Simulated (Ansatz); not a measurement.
# Cd2InGa5Cu4Ag4: the cost of one run

All numbers below are computed with Ansatz 0.2.0 (DFT PBE, scalar-relativistic, plane waves, PAW).

## Step 1: The starting structure

The cell holds 16 atoms (Ag4Cd2Cu4Ga5In): a = 6.598 Å, b = 6.598 Å, c = 6.598 Å, α = 90.00°, β = 90.00°, γ = 90.00°.

The sites of an ideal bcc lattice, at a guessed lattice constant, take 4 Cu, 4 Ag, 2 Cd, 5 Ga, 1 In (sublattices apart by semicolons), with a shake of 0.02 Å. Warren-Cowley parameters of the first shell (negative: unlike neighbours preferred): Ag-Cd +0.00, Ag-Cu +0.00, Ag-Ga +0.00, Ag-In +0.00, Cd-Cu +0.00, Cd-Ga -0.60. In a cell this small the draw can fall short of the order aimed at.

Coordinates:

```xyz
16
Lattice="6.5985 0.0000 0.0000 0.0000 6.5985 0.0000 0.0000 0.0000 6.5985" Properties=species:S:1:pos:R:3 pbc="T T T"
Cu    0.0093    6.5726    3.2720
Cu    3.3298    0.0279    3.2828
Cu    4.9585    1.6256    4.9446
Cu    1.6402    4.9704    4.9647
Ga    6.5926    3.3014    6.5936
Ga    1.6610    1.6338    1.6554
Ga    3.3108    3.2610    0.0191
Ga    6.5970    3.3177    3.3073
Ga    3.3021    3.3066    3.2862
Ag    6.5971    6.5822    0.0277
Ag    3.3101    0.0074    0.0259
Ag    1.6510    4.9425    1.6456
Ag    1.6487    1.6359    4.9764
Cd    4.9995    4.9253    1.6577
Cd    4.9073    4.9546    4.9433
In    4.9699    1.6519    1.6373
```

## Step 2: Relaxation without symmetry, coarse mesh

Cell and atoms move without symmetry, on a coarse mesh with loose thresholds.

Input file input.yaml:

```yaml
crystal:
  lattice:
    - [6.5984998, 0.0, 0.0]
    - [0.0, 6.5984998, 0.0]
    - [0.0, 0.0, 6.5984998]
  atoms:
    - { symbol: Cu, position: [0.0014081484, 0.9960736807, 0.4958629358] }
    - { symbol: Cu, position: [0.5046237852, 0.0042252697, 0.4975139454] }
    - { symbol: Cu, position: [0.7514655815, 0.2463536133, 0.7493479362] }
    - { symbol: Cu, position: [0.2485753198, 0.7532655905, 0.7523987732] }
    - { symbol: Ga, position: [0.9991080532, 0.500331342, 0.9992555352] }
    - { symbol: Ga, position: [0.2517240222, 0.2475970559, 0.2508726449] }
    - { symbol: Ga, position: [0.5017461078, 0.4942068836, 0.0028963306] }
    - { symbol: Ga, position: [0.9997798502, 0.5027894568, 0.5012179124] }
    - { symbol: Ga, position: [0.5004364581, 0.5011195641, 0.4980214062] }
    - { symbol: Ag, position: [0.9997887346, 0.9975342368, 0.00420528] }
    - { symbol: Ag, position: [0.5016507397, 0.0011179997, 0.0039275117] }
    - { symbol: Ag, position: [0.2502088372, 0.7490383854, 0.2493966062] }
    - { symbol: Ag, position: [0.2498625387, 0.2479233671, 0.7541701898] }
    - { symbol: Cd, position: [0.7576757408, 0.7464234359, 0.2512217601] }
    - { symbol: Cd, position: [0.7437018426, 0.7508664971, 0.7491534515] }
    - { symbol: In, position: [0.7531916909, 0.2503503111, 0.2481359239] }
  symmetry: { detect: false }
basis:
  ecutwfc: 420
kpoints:
  mp_grid: { grid: [2, 2, 2], shift: [0.5, 0.5, 0.5] }
hamiltonian:
  xc: pbe
scf:
  occupations: { method: gaussian, width: 0.1 }
  lower_state_search: "off"
output:
  forces: true
  stress: true
  eigenvalues: true
relax:
  adjacent_minimum: "off"
  f_tol: 0.04
  max_steps: 50
  cell: { stress_tol: 0.3 }
```

Run with:

```
$ ansatz run input.yaml --threads 4 --pin off --max-ram 9216MiB --backend cpu --events-out ev --progress --plain --runs-dir out
```

**Question.** How long does this run take on 4 threads of Arm Neoverse V2, shared host, and how much memory does it need?

About 3 min, with a peak of 1.3 GiB.
